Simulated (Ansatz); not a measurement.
# C₁₀H₁₀Cl₂Zr: one species, many methods

An exercise on one series of results from a longer session: the logs are not shown, and one member is left open.

Method: functionals in def2-TZVPP, the program's frozen cores in correlated methods; program: Ansatz 0.2.0, Gaussian basis.

Plan: LDA (SPW92), PBE-D4, revPBE-D4, BLYP-D4, r2SCAN-D4, B97M-V, PBE0-D4, B3LYP-D4, r2SCANh-D4, r2SCAN0-D4, HSE06-D4, BHLYP-D4, CAM-B3LYP-D4, LC-ωPBE, ωB97X-V, ωB97M-V, B2PLYP, PBE-QIDH; CCSD(T)/def2-SVP; CCSD(T)/def2-TZVPP; MP2/def2-QZVPP; extrapolation to the limit; RPA on PBE.

## The geometry

The geometry comes from an earlier relaxation with PBE0-D4 in a triple-zeta def2 set; it is a stationary point, not always the lowest conformer. Zr takes the def2 core potential; no spin-orbit term is included.

SMILES `[Cl][Zr]12345678([Cl])([C@H]9[C@@H]1[C@@H]2[C@@H]3[C@H]94)[C@H]1[C@@H]5[C@@H]6[C@@H]7[C@H]18`, 23 atoms, charge 0, spin multiplicity 1.

Atoms are counted from 1 here; the program's logs count them from 0.

Bond lengths: Cl1–Zr2 2.417 Å, Zr2–Cl3 2.417 Å, Zr2–C4 2.536 Å, Zr2–C5 2.495 Å, Zr2–C6 2.504 Å, Zr2–C7 2.520 Å, Zr2–C8 2.533 Å, Zr2–C9 2.504 Å, Zr2–C10 2.520 Å, Zr2–C11 2.533 Å, Zr2–C12 2.536 Å, Zr2–C13 2.496 Å, C4–C5 1.410 Å, C4–C8 1.405 Å, C4–H14 1.078 Å, C5–C6 1.417 Å, C5–H15 1.080 Å, C6–C7 1.405 Å and more. Angles: Cl1–Zr2–Cl3 100.5°, Cl1–Zr2–C4 78.5°, Cl1–Zr2–C5 98.2°, Cl1–Zr2–C6 130.1°, Cl1–Zr2–C7 126.8°, Cl1–Zr2–C8 94.4°, Cl1–Zr2–C9 110.7°, Cl1–Zr2–C10 81.4°, Cl1–Zr2–C11 83.0°, Cl1–Zr2–C12 113.1°, Cl1–Zr2–C13 134.1°, Cl3–Zr2–C4 113.2°, Cl3–Zr2–C5 134.1°, Cl3–Zr2–C6 110.6°, Cl3–Zr2–C7 81.3°, Cl3–Zr2–C8 83.0°, Cl3–Zr2–C9 130.0°, Cl3–Zr2–C10 126.8° and more.

Set-up of the first run:

The input, in.yaml:

```yaml
crystal:
  periodic: [false, false, false]
  atoms:
    - {symbol: Cl, position_ang: [0.695906, -0.381834, -2.795706]}
    - {symbol: Zr, position_ang: [0.307113, -0.459732, -0.411829]}
    - {symbol: Cl, position_ang: [1.295564, -2.598381, 0.125823]}
    - {symbol: C, position_ang: [-2.053809, -0.649668, -1.317305]}
    - {symbol: C, position_ang: [-2.026276, 0.424840, -0.404305]}
    - {symbol: C, position_ang: [-1.803659, -0.111368, 0.888564]}
    - {symbol: C, position_ang: [-1.663418, -1.503742, 0.761654]}
    - {symbol: C, position_ang: [-1.810071, -1.835864, -0.605417]}
    - {symbol: C, position_ang: [0.680558, 1.790933, 0.619064]}
    - {symbol: C, position_ang: [1.489153, 1.762481, -0.529795]}
    - {symbol: C, position_ang: [2.503689, 0.797865, -0.327373]}
    - {symbol: C, position_ang: [2.327047, 0.242674, 0.950783]}
    - {symbol: C, position_ang: [1.186389, 0.833233, 1.533074]}
    - {symbol: H, position_ang: [-2.178504, -0.566932, -2.385019]}
    - {symbol: H, position_ang: [-2.177821, 1.466155, -0.646904]}
    - {symbol: H, position_ang: [-1.752395, 0.450332, 1.808717]}
    - {symbol: H, position_ang: [-1.446742, -2.197962, 1.559082]}
    - {symbol: H, position_ang: [-1.711870, -2.823741, -1.028588]}
    - {symbol: H, position_ang: [-0.174093, 2.430583, 0.778049]}
    - {symbol: H, position_ang: [1.344965, 2.346673, -1.425749]}
    - {symbol: H, position_ang: [3.255898, 0.513096, -1.046917]}
    - {symbol: H, position_ang: [2.922684, -0.543058, 1.386990]}
    - {symbol: H, position_ang: [0.789690, 0.613398, 2.513117]}
basis:
  gaussian: {orbitals: def2-TZVPP}
hamiltonian: {xc: lda}
output: {orbitals: {seedname: orbitals}}
```

Launch:

```sh
$ ansatz run in.yaml --threads 11 --pin off --events-out ev --progress --plain --max-ram 110592MiB --backend cuda --devices 0, --max-vram 75GiB
```

Steps of the session up to this table: LDA; PBE-D4 (GGA); revPBE-D4 (GGA); BLYP-D4 (GGA); r2SCAN-D4 (meta-GGA); B97M-V (meta-GGA); PBE0-D4 (hybrid); B3LYP-D4 (hybrid); r2SCANh-D4 (hybrid); r2SCAN0-D4 (hybrid); HSE06-D4 (hybrid); BHLYP-D4 (hybrid); CAM-B3LYP-D4 (range-separated); LC-ωPBE (range-separated); ωB97X-V (range-separated); ωB97M-V (range-separated); B2PLYP (double hybrid); PBE-QIDH (double hybrid).

One table of the session follows, with a row left open; its other results are not shown here.

It belongs to the step «Frontier levels by functional». 

```
  functional  HOMO (eV)  LUMO (eV)  gap (eV)
 LDA (SPW92)      -6.15      -2.87      3.28
      PBE-D4      -5.96      -2.61      3.35
   revPBE-D4      -5.89      -2.51      3.38
     BLYP-D4      -5.77      -2.47      3.31
   r2SCAN-D4      -6.16      -2.48      3.68
      B97M-V      -6.20      -2.45      3.76
     PBE0-D4          ?          ?         ?
    B3LYP-D4      -6.76      -1.96      4.80
  r2SCANh-D4      -6.55      -2.17      4.38
  r2SCAN0-D4      -7.12      -1.69      5.43
    HSE06-D4      -6.59      -2.14      4.45
    BHLYP-D4      -7.81      -0.75      7.06
CAM-B3LYP-D4      -8.17      -0.71      7.46
     LC-ωPBE      -9.46       0.34      9.79
     ωB97X-V      -9.11       0.29      9.40
     ωB97M-V      -9.00       0.20      9.21
```

**Question.** Estimate the row for PBE0-D4.

**Answer.** HOMO (eV): -6.98; LUMO (eV): -1.77; gap (eV): 5.21. In the column «HOMO (eV)» it lies between r2SCAN0-D4 (-7.12) and B3LYP-D4 (-6.76).
